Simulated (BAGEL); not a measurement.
# GeSiH5Cl (SMILES [SiH3][GeH2][Cl]): a chain of runs

Aim: a single-point energy (HF/def2-SVP), then the energy (NEVPT2(2,2)/def2-SVP) of GeSiH5Cl. 

The results are computed with BAGEL 1.2.2.

1 further run of the same task is left out (set aside as unsound or not needed).

## (1) The structure to begin with

GeSiH5Cl: 8 atoms, total charge 0, spin state singlet. SMILES: `[SiH3][GeH2][Cl]`. The Ge2–H8 distance was set to 2.921 Å, away from the relaxed value. At this shape a bond of the SMILES string is far longer than usual.

Bond lengths: Si1–Ge2 2.380 Å, Ge2–Cl3 2.169 Å, Si1–H4 1.487 Å, Si1–H5 1.484 Å, Si1–H6 1.484 Å, Ge2–H7 1.537 Å. Angles: Si1–Ge2–Cl3 106.5°, Si1–Ge2–H7 114.0°, Cl3–Ge2–H7 106.1°, Ge2–Si1–H4 109.5°, Ge2–Si1–H5 108.9°, Ge2–Si1–H6 108.9°, H4–Si1–H5 109.7°, H4–Si1–H6 109.7°, H5–Si1–H6 110.1°.

## (2) A single-point energy at HF/def2-SVP (density fitting with svp-jkfit) (run 1)

The input, input.json:

```json
{ "bagel": [

{
  "title": "molecule",
  "basis": "svp",
  "df_basis": "svp-jkfit",
  "angstrom": true,
  "geometry": [
    { "atom": "Si", "xyz": [      -0.311287,       2.025974,      -0.717207 ] },
    { "atom": "Ge", "xyz": [       1.290613,       0.316674,      -0.296307 ] },
    { "atom": "Cl", "xyz": [       2.515413,       1.014974,       1.351493 ] },
    { "atom": "H", "xyz": [      -1.192587,       1.614874,      -1.842007 ] },
    { "atom": "H", "xyz": [       0.402513,       3.277374,      -1.073607 ] },
    { "atom": "H", "xyz": [      -1.126187,       2.234274,       0.505493 ] },
    { "atom": "H", "xyz": [       2.255413,       0.063474,      -1.465907 ] },
    { "atom": "H", "xyz": [       0.124600,      -2.213900,       0.579200 ] }
  ]
},

{
  "title": "hf"
},

{
  "title": "print",
  "file": "orbitals.molden",
  "orbitals": true
}

]}
```

Started as:

```bash
$ BAGEL_NUM_THREADS=1 BAGEL input.json > input.out
```

Output:

```text
* using 1 threads per process

  ===============================================================
  ===============================================================

  *** Geometry ***

  { "atom" : "Si", "xyz" : [     -0.588247,      3.828536,     -1.355325 ] },
  { "atom" : "Ge", "xyz" : [      2.438905,      0.598427,     -0.559939 ] },
  { "atom" : "Cl", "xyz" : [      4.753442,      1.918023,      2.553952 ] },
  { "atom" : "H", "xyz" : [     -2.253663,      3.051670,     -3.480889 ] },
  { "atom" : "H", "xyz" : [      0.760639,      6.193339,     -2.028823 ] },
  { "atom" : "H", "xyz" : [     -2.128185,      4.222166,      0.955243 ] },
  { "atom" : "H", "xyz" : [      4.262113,      0.119948,     -2.770163 ] },
  { "atom" : "H", "xyz" : [      0.235460,     -4.183665,      1.094529 ] },

  Number of auxiliary basis functions:      612

  Since a DF basis is specified, we compute 2- and 3-index integrals:
    o Being stored without compression. Storage requirement is 0.042 GB

  Number of basis functions:       93
  Number of electrons      :       68

    * METHOD: MOLECULE                             0.29

  *** RHF ***

  === Nuclear Repulsion ===
   331.6131420033

      * DIIS with orbital gradients will be used.

  === RHF iteration (svp) ===
      0      -2826.01758007          0.00800417           0.12
      1      -2826.08101335          0.00387198           0.11
      2      -2826.09443530          0.00121702           0.11
      3      -2826.09588035          0.00034640           0.11
      4      -2826.09598456          0.00006497           0.11
      5      -2826.09599340          0.00001790           0.11
      6      -2826.09599422          0.00000566           0.11
      7      -2826.09599431          0.00000171           0.12
      8      -2826.09599431          0.00000047           0.15
      9      -2826.09599432          0.00000015           0.13
     10      -2826.09599432          0.00000006           0.12
     11      -2826.09599432          0.00000002           0.11
     12      -2826.09599432          0.00000001           0.13
    * SCF iteration converged.

    * Permanent dipole moment:
           (    0.214337,    -1.004572,     0.956813) a.u.

    * METHOD: HF                                   1.79

    * METHOD: PRINT                                0.01

  ===============================================================
```

Wall time 2.4 s (1 thread of Intel Xeon 6975P-C (Granite Rapids), shared host); peak memory 0.18 GiB.

## (3) A single-point energy at NEVPT2(2,2)/def2-SVP (density fitting with svp-jkfit) (run 2)

The input, nevpt2.json:

```json
{ "bagel": [

{
  "title": "molecule",
  "basis": "svp",
  "df_basis": "svp-jkfit",
  "angstrom": true,
  "geometry": [
    { "atom": "Si", "xyz": [      -0.311287,       2.025974,      -0.717207 ] },
    { "atom": "Ge", "xyz": [       1.290613,       0.316674,      -0.296307 ] },
    { "atom": "Cl", "xyz": [       2.515413,       1.014974,       1.351493 ] },
    { "atom": "H", "xyz": [      -1.192587,       1.614874,      -1.842007 ] },
    { "atom": "H", "xyz": [       0.402513,       3.277374,      -1.073607 ] },
    { "atom": "H", "xyz": [      -1.126187,       2.234274,       0.505493 ] },
    { "atom": "H", "xyz": [       2.255413,       0.063474,      -1.465907 ] },
    { "atom": "H", "xyz": [       0.124600,      -2.213900,       0.579200 ] }
  ]
},

{
  "title": "hf"
},

{
  "title": "casscf",
  "nstate": 1,
  "nact": 2,
  "nclosed": 33,
  "active": [34, 35],
  "maxiter": 200,
  "natocc": true
},

{
  "title": "nevpt2",
  "nstate": 1,
  "nact": 2,
  "nclosed": 33,
  "active": [34, 35],
  "maxiter": 200,
  "natocc": true,
  "ncore": 19
},

{
  "title": "print",
  "file": "orbitals.molden",
  "orbitals": true
}

]}
```

Started as:

```bash
$ BAGEL_NUM_THREADS=1 BAGEL nevpt2.json > nevpt2.out
```

Output:

```text
* using 1 threads per process

  ===============================================================
  ===============================================================

  *** Geometry ***

  { "atom" : "Si", "xyz" : [     -0.588247,      3.828536,     -1.355325 ] },
  { "atom" : "Ge", "xyz" : [      2.438905,      0.598427,     -0.559939 ] },
  { "atom" : "Cl", "xyz" : [      4.753442,      1.918023,      2.553952 ] },
  { "atom" : "H", "xyz" : [     -2.253663,      3.051670,     -3.480889 ] },
  { "atom" : "H", "xyz" : [      0.760639,      6.193339,     -2.028823 ] },
  { "atom" : "H", "xyz" : [     -2.128185,      4.222166,      0.955243 ] },
  { "atom" : "H", "xyz" : [      4.262113,      0.119948,     -2.770163 ] },
  { "atom" : "H", "xyz" : [      0.235460,     -4.183665,      1.094529 ] },

  Number of auxiliary basis functions:      612

  Since a DF basis is specified, we compute 2- and 3-index integrals:
    o Being stored without compression. Storage requirement is 0.042 GB

  Number of basis functions:       93
  Number of electrons      :       68

    * METHOD: MOLECULE                             0.29

  *** RHF ***

  === Nuclear Repulsion ===
   331.6131420033

      * DIIS with orbital gradients will be used.

  === RHF iteration (svp) ===
      0      -2826.01758007          0.00800417           0.12
      1      -2826.08101335          0.00387198           0.11
      2      -2826.09443530          0.00121702           0.11
      3      -2826.09588035          0.00034640           0.13
      4      -2826.09598456          0.00006497           0.11
      5      -2826.09599340          0.00001790           0.11
      6      -2826.09599422          0.00000566           0.11
      7      -2826.09599431          0.00000171           0.11
      8      -2826.09599431          0.00000047           0.11
      9      -2826.09599432          0.00000015           0.11
     10      -2826.09599432          0.00000006           0.11
     11      -2826.09599432          0.00000002           0.11
     12      -2826.09599432          0.00000001           0.11
    * SCF iteration converged.

    * Permanent dipole moment:
           (    0.214337,    -1.004572,     0.956813) a.u.

    * METHOD: HF                                   1.74

  ---------------------------
      CASSCF calculation
  ---------------------------

    ==== Active orbitals : =====
         Orbital 34
         Orbital 35
    ============================

    * nstate   :      1
    * nclosed  :     33
    * nact     :      2
    * nvirt    :     58
  === CASSCF iteration (svp) ===

    * Using the second-order algorithm

      0  0     -2826.13502110     3.64e-03      0.02

      1  0     -2826.15750263     7.52e-04      0.56

      2  0     -2826.15837084     2.35e-04      0.58

      3  0     -2826.15841564     7.34e-05      0.62

      4  0     -2826.15841947     2.17e-05      0.60

      5  0     -2826.15841981     6.40e-06      0.63

      6  0     -2826.15841983     1.88e-06      0.60

      7  0     -2826.15841984     5.52e-07      0.61

      8  0     -2826.15841984     1.62e-07      0.56

      9  0     -2826.15841984     4.76e-08      0.54

     10  0     -2826.15841984     1.40e-08      0.49

     11  0     -2826.15841984     4.12e-09      0.44

    * Second-order optimization converged. *

     guess   0:   closed 1.                   open ..

  === FCI iteration ===

      0  0     -2826.08827784     7.41e-02      0.00
      1  0     -2826.15674446     1.16e-02      0.00
      2  0 *   -2826.15841984     3.26e-16      0.00

     * ci vector, state   0, <S^2> = 0.0000
       2.     0.9032451205
       .2    -0.4291249846

    * METHOD: CASSCF                               6.52

    * freezing 19 orbitals

  === DF-NEVPT2 calculation ===

    * 3-index integral transformation done
    * assembly done

      NEVPT2 correlation energy:   -0.4460187528      0.15

          (+0)     -0.4116563815
          (+0)'    -0.0046671825
          (+1)     -0.0098226064
          (+1)'    -0.0000000000
          (+2)     -0.0002226507
          (-1)     -0.0183846820
          (-1)'     0.0000000000
          (-2)     -0.0012652497

      NEVPT2 total energy:       -2826.6044385895

    * METHOD: NEVPT2                               0.35

    * METHOD: PRINT                                0.01

  ===============================================================
```

It took 9.3 s on 1 thread of Intel Xeon 6975P-C (Granite Rapids), shared host; peak memory 0.18 GiB.

## (4) What came out

```
                                 quantity           value
         run 1, HF/def2-SVP: total energy  -2826.09599 Eh
        run 1, HF/def2-SVP: dipole moment          3.57 D
          run 1, HF/def2-SVP: HOMO energy        -8.62 eV
          run 1, HF/def2-SVP: LUMO energy        -0.57 eV
        run 1, HF/def2-SVP: HOMO–LUMO gap         8.04 eV
run 2, NEVPT2(2,2)/def2-SVP: total energy  -2826.60444 Eh
```

What this shows: One bond (run 1, HF/def2-SVP) is far stretched, which a spin-restricted single reference describes badly; a broken-symmetry solution may lie lower.
